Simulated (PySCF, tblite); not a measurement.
# C6H11F2NSi: geometry, infrared bands and NMR shifts

What infrared bands and NMR shifts should C6H11F2NSi (`C=C1[SiH2]N(C)C[C@@H]1C(F)F`) show?

Computed with tblite 0.8.0 and PySCF 2.14.0, with density-fitted response routines of our own, on a single molecule in the gas phase. Atoms are numbered from 0 throughout.

### 1 The molecule as given

21 atoms, charge 0, multiplicity 1; geometry from: force field or distance geometry start.

Bonds of the start (Å): C0–C1 1.32, C1–Si2 1.86, Si2–N3 1.75, N3–C4 1.42, N3–C5 1.40, C5–C6 1.47, C6–C7 1.53, C7–F8 1.40, C7–F9 1.36, C6–C1 1.47, C0–H10 1.08, C0–H11 1.11, Si2–H12 1.46, Si2–H13 1.44, C4–H14 1.10, C4–H15 1.12, C4–H16 1.10, C5–H17 1.12, C5–H18 1.10, C6–H19 1.10, C7–H20 1.11.

### 2 Geometry optimisation with GFN2-xTB

What the job is given:

```
{"job": {"kind": "relax", "xc": "GFN2-xTB", "basis": "xTB"}, "charge": 0, "multiplicity": 1}
C      0.563600     2.625900    -0.301400
C      0.246400     1.350600    -0.132600
Si    -1.432100     0.725900     0.353300
N     -1.036700    -0.965200     0.153600
C     -2.032700    -1.789900    -0.438000
C      0.278800    -1.088000    -0.318600
C      1.079000     0.144100    -0.238400
C      2.064800    -0.012400     0.916100
F      2.772200    -1.200200     0.668800
F      2.898500     1.055300     1.072300
H      1.541900     2.976600    -0.577800
H     -0.237300     3.385500    -0.161500
H     -2.474000     1.218800    -0.535000
H     -1.607500     1.040900     1.749600
H     -1.528100    -2.608800    -0.980300
H     -2.631600    -2.246700     0.393800
H     -2.657400    -1.276600    -1.186600
H      0.791000    -1.894200     0.267700
H      0.258800    -1.430500    -1.364000
H      1.693600     0.231000    -1.151000
H      1.440100    -0.225400     1.809600
```

Launch:

```console
$ OMP_NUM_THREADS=1 python probes_run.py task.json out
```

The driver reads the jobs from task.json and runs them one after another.

**Question.** This job is followed by: GFN2-xTB harmonic vibrations, gas phase; GIAO PBE0/pcSseg-1 NMR shielding, non-relativistic, gas phase. Predict these results of the whole session: strongest single infrared mode (GFN2-xTB); zero-point energy (GFN2-xTB); 13C shifts against TMS (PBE0/pcSseg-1); 1H shifts against TMS (PBE0/pcSseg-1, means over atoms taken as alike); 29Si shifts against TMS (PBE0/pcSseg-1); 15N shifts against NH3 (PBE0/pcSseg-1); 19F shifts against CFCl3 (PBE0/pcSseg-1); surface potential, 1st and 99th percentile.

**Answer**, as computed:

| quantity | value |
| --- | --- |
| strongest single infrared mode (GFN2-xTB) | 2198 cm⁻¹, 421 km/mol |
| zero-point energy (GFN2-xTB) | 99.5 kcal/mol |
| 13C shifts against TMS (PBE0/pcSseg-1) | 152.2, 140.5, 122.2, 57.9, 57.2, 37.2 ppm |
| 1H shifts against TMS (PBE0/pcSseg-1, means over atoms taken as alike) | 6.57, 6.12, 5.85, 5.04, 4.98, 3.26, 3.07, 2.75, 2.73 ppm |
| 29Si shifts against TMS (PBE0/pcSseg-1) | -38.0 ppm |
| 15N shifts against NH3 (PBE0/pcSseg-1) | 26.5 ppm |
| 19F shifts against CFCl3 (PBE0/pcSseg-1) | -141.7, -144.9 ppm |
| surface potential, 1st and 99th percentile | -0.98 V and 1.25 V |

In words: Over 172 steps the energy fell by 0.885 eV; of the close pairs, C5–C6 changed most, 1.471 to 1.531 Å. No mode is imaginary among the 57: a minimum at this level. The strongest single mode, at 2198 cm⁻¹, moves mainly H12. Unscaled tight-binding wavenumbers are off by several per cent, some by more. Its intensities can rank the bands wrongly. The most deshielded carbon is C1 (fully substituted alkene carbon), at 152.2 ppm: an sp2 carbon of a C=C bond. At PBE0/pcSseg-1: The widest tensor belongs to C0: span 233 ppm, with a paramagnetic part of -204 ppm. By nearest atom (PBE0/pcSseg-1), the HOMO sits on N3 58 %; H16, H18 about 7 % each and the LUMO on C0, C1 about 28 % each; H10, H11 about 8 % each.
